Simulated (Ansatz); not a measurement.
## Mg₃Zr, space group Pm-3m: a single point from an input typed as a dict, step by step

With Ansatz 0.2.0 through its Python package.

Notebook, run cell by cell (the value of a cell's last expression is shown):

```python
import ansatz as az

settings = {
    'crystal': {
        'lattice': [[4.442205, 0.0, 0.0], [0.0, 4.442205, 0.0], [0.0, 0.0, 4.442205]],
        'atoms': [
            {'symbol': 'Mg', 'position': [0.5, 0.5, 0.0]},
            {'symbol': 'Mg', 'position': [0.5, 0.0, 0.5]},
            {'symbol': 'Mg', 'position': [0.0, 0.5, 0.5]},
            {'symbol': 'Zr', 'position': [0.0, 0.0, 0.0]},
        ],
    },
    'kpoints': {'mp_grid': {'grid': [5, 5, 5]}},
    'hamiltonian': {'xc': 'pbesol'},
    'scf': {
        'occupations': {'method': 'fermi_dirac', 'width': 0.1},
        'lower_state_search': 'full',
    },
    'output': {'stress': True, 'eigenvalues': True},
}

planned = az.Session.from_dict(settings).plan(threads=1, pin='off')
res = planned.execute()
rep = res.report
```

    DeckWarning: basis.ecutwfc = 420 eV, auto-derived from the records' recommended cutoffs: set by Mg (normal level)

```python
res.lattice.cell_ang
```

    array([[4.442205, 0.      , 0.      ],
           [0.      , 4.442205, 0.      ],
           [0.      , 0.      , 4.442205]])

```python
type(res).__name__, type(rep).__name__
```

    ('RunOutcome', 'dict')

```python
rep['kweights']
```

    [0.008, 0.048, 0.048, 0.096, 0.192, 0.096, 0.064, 0.192, 0.192, 0.064]

```python
for key in ('converged', 'n_iterations', 'n_electrons', 'n_kpoints', 'n_pw', 'n_symmetry_ops', 'free_energy_ev', 'fermi_energy_ev'):
    print(f'{key:18s} {rep[key]}')
```

    converged          True
    n_iterations       7
    n_electrons        42.0
    n_kpoints          10
    n_pw               1743
    n_symmetry_ops     48
    free_energy_ev     -9864.620740574896
    fermi_energy_ev    7.755585413850682

```python
fermi = rep['fermi_energy_ev']
print('levels less the Fermi level (eV) at the first k-points')
for k, levels in list(zip(rep['kpoints_frac'], rep['eigenvalues_ev']))[:4]:
    print('k = ({:.3f}, {:.3f}, {:.3f})'.format(*k))
    print('   ', ' '.join(f'{e - fermi:.3f}' for e in levels))
```

    levels less the Fermi level (eV) at the first k-points
    k = (0.000, 0.000, 0.000)
        -74.719 -74.715 -74.715 -48.835 -41.691 -41.691 -41.691 -41.645 -41.645 -41.645 -41.644 -41.644 -41.644 -26.879 -26.879 -26.879 -6.420 -1.188 -1.188 0.796 0.796 0.796 1.078 1.078 1.078 2.326
    k = (0.000, 0.000, 0.200)
        -74.719 -74.715 -74.715 -48.835 -41.691 -41.691 -41.690 -41.646 -41.645 -41.645 -41.645 -41.644 -41.644 -26.885 -26.878 -26.878 -6.086 -1.959 -1.047 0.157 0.157 0.542 1.139 1.879 1.879 3.432
    k = (0.000, 0.000, 0.400)
        -74.718 -74.716 -74.715 -48.835 -41.690 -41.690 -41.688 -41.648 -41.646 -41.646 -41.645 -41.644 -41.644 -26.896 -26.878 -26.878 -5.123 -3.646 -0.782 -0.277 -0.277 1.244 1.455 2.758 2.758 3.343
    k = (0.000, 0.200, 0.200)
        -74.718 -74.716 -74.715 -48.835 -41.693 -41.690 -41.686 -41.650 -41.645 -41.645 -41.645 -41.645 -41.642 -26.885 -26.885 -26.878 -5.759 -1.756 -1.745 -0.380 0.119 0.714 1.217 1.426 2.629 4.209

```python
edges = rep.get('band_edges_ev')
if edges:
    print(f'band edges on the mesh: {edges[0]:.3f} and {edges[1]:.3f} eV, gap {edges[1] - edges[0]:.3f} eV')
else:
    print('no band edges reported (a metal, or a gap too narrow for this smearing); Fermi level', round(rep['fermi_energy_ev'], 3), 'eV')

print('energy terms (eV)')
for term, value in rep['components'].items():
    if abs(value) > 1e-9:
        print(f'  {term:26s} {value:16.5f}')
```

    no band edges reported (a metal, or a gap too narrow for this smearing); Fermi level 7.756 eV
    energy terms (eV)
      e_band                          -1151.51166
      e_kinetic                         556.77788
      e_local                         -5414.73566
      e_nonlocal                        371.53172
      e_hartree                        1897.10757
      e_xc                             -244.51158
      e_vxc                            -299.32581
      e_paw                           -3742.94634
      e_vpaw                           -159.97831
      e_augmentation_tail                 0.00002
      e_ewald                         -3288.05123
      e_core_change                       0.34231
      e_smearing                         -0.13543

```python
used = rep['setup']
print('cutoffs (eV):', used['ecut_ev'], used['ecutrho_ev'], ' FFT grid:', used['fft_dense'])
print('cell volume {:.3f} A^3, {} symmetry operations'.format(used['cell_volume_ang3'], used['n_sym_ops']))
```

    cutoffs (eV): 420.0 1680.0  FFT grid: [30, 30, 30]
    cell volume 87.659 A^3, 48 symmetry operations

These settings explore the input space; cutoff and mesh may be short of convergence. The energy terms are those on the plane-wave grid, with the one-centre PAW part apart; e_band, e_vxc and e_vpaw aren't summands of the total. The computed bands are complete only to about 2.2 eV above the Fermi level. The mesh is modest for a metal, so energies can be off by several to tens of meV an atom and pressures by half a GPa or more; differences at equal mesh fare better. The zero of the levels is a convention of the potentials, so an absolute Fermi energy is no work function. The structure comes from a database of computed cells and needn't be a stable or known phase. Gaps and levels are Kohn-Sham values on a finite set of k-points, without spin-orbit coupling. Warnings are shown shortened and without file and line. Run time: 55 s on 1 thread of Arm Neoverse V1 (shared host), peak memory 0.51 GiB.

(Lines on the test bed's own set-up are left out of the output.)
